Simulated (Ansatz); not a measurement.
# HfAlO: the cost of one run

Program: Ansatz 0.2.0. Level of theory: DFT PBE, scalar-relativistic, plane waves, PAW. These are calculated values, not measurements.

1 further run of the same task is left out (it didn't finish).

**1. The system as given**

The structure is tetragonal, space group P4/nmm (No. 129). Conventional cell: a = 3.345 Å, b = 3.345 Å, c = 7.641 Å, α = 90.00°, β = 90.00°, γ = 90.00°. Hf (site symmetry 4mm) is surrounded by 5 O at 2.17 to 2.44 Å. Al (site symmetry -4m2) is surrounded by 4 Al at 2.37 Å. Around O (site symmetry 4mm) lie 5 Hf at 2.17 to 2.44 Å.

Structure file:

```
Hf Al O
1.0
     3.34538    0.00000    0.00000
     0.00000    3.34538    0.00000
     0.00000    0.00000    7.64121
Hf Al O
2 2 2
Direct
  0.50000 0.00000 0.68083
  0.00000 0.50000 0.31917
  0.00000 0.00000 0.00000
  0.50000 0.50000 0.00000
  0.50000 0.00000 0.39635
  0.00000 0.50000 0.60365
```

It is the end of an earlier relaxation with the same method, from a database cell with other species swapped in; it is a trial structure. At a tolerance of 0.05 Å it has space group P4/nmm (No. 129); it has 14.25 Å³/atom, an uncorrected energy of -1.34 eV/atom over the elements.

**2. Static run: bands, density of states and charges**

The input, input.yaml:

```yaml
crystal:
  lattice:
    - [3.3453774379, 0.0, 0.0]
    - [0.0, 3.3453774379, 0.0]
    - [0.0, 0.0, 7.6412070128]
  atoms:
    - { symbol: Hf, position: [0.5, 0.0, 0.680826877] }
    - { symbol: Hf, position: [0.0, 0.5, 0.319173123] }
    - { symbol: Al, position: [0.0, 0.0, 0.0] }
    - { symbol: Al, position: [0.5, 0.5, 0.0] }
    - { symbol: O, position: [0.5, 0.0, 0.3963456852] }
    - { symbol: O, position: [0.0, 0.5, 0.6036543148] }
basis:
  ecutwfc: 420
kpoints:
  mp_grid: { grid: [12, 12, 6] }
  band_path:
    path:
      - [[0.0, 0.0, 0.0], [0.0, 0.5, 0.0], [0.5, 0.5, 0.0], [0.0, 0.0, 0.0], [0.0, 0.0, 0.5], [0.0, 0.5, 0.5], [0.5, 0.5, 0.5], [0.0, 0.0, 0.5]]
      - [[0.0, 0.5, 0.0], [0.0, 0.5, 0.5]]
      - [[0.5, 0.5, 0.0], [0.5, 0.5, 0.5]]
    npoints: 14
hamiltonian:
  xc: pbe
scf:
  occupations: { method: gaussian, width: 0.1 }
  n_extra_bands: 15
output:
  forces: true
  stress: true
  eigenvalues: true
  populations: true
  dos: { projected: true, de: 0.02, nscf_kmesh: { grid: [15, 15, 8] } }
  bader: true
  write_density: true
  write_potential: true
  elf: true
  volumetric_format: npy
```

Launch:

```console
$ ansatz run input.yaml --threads 1 --pin off --max-ram 2048MiB --backend cpu --events-out ev --progress --plain --runs-dir out
```

Q: Estimate wall time and peak memory on 1 thread of Arm Neoverse V2, shared host.

About 2.7 min, with a peak of 0.72 GiB.
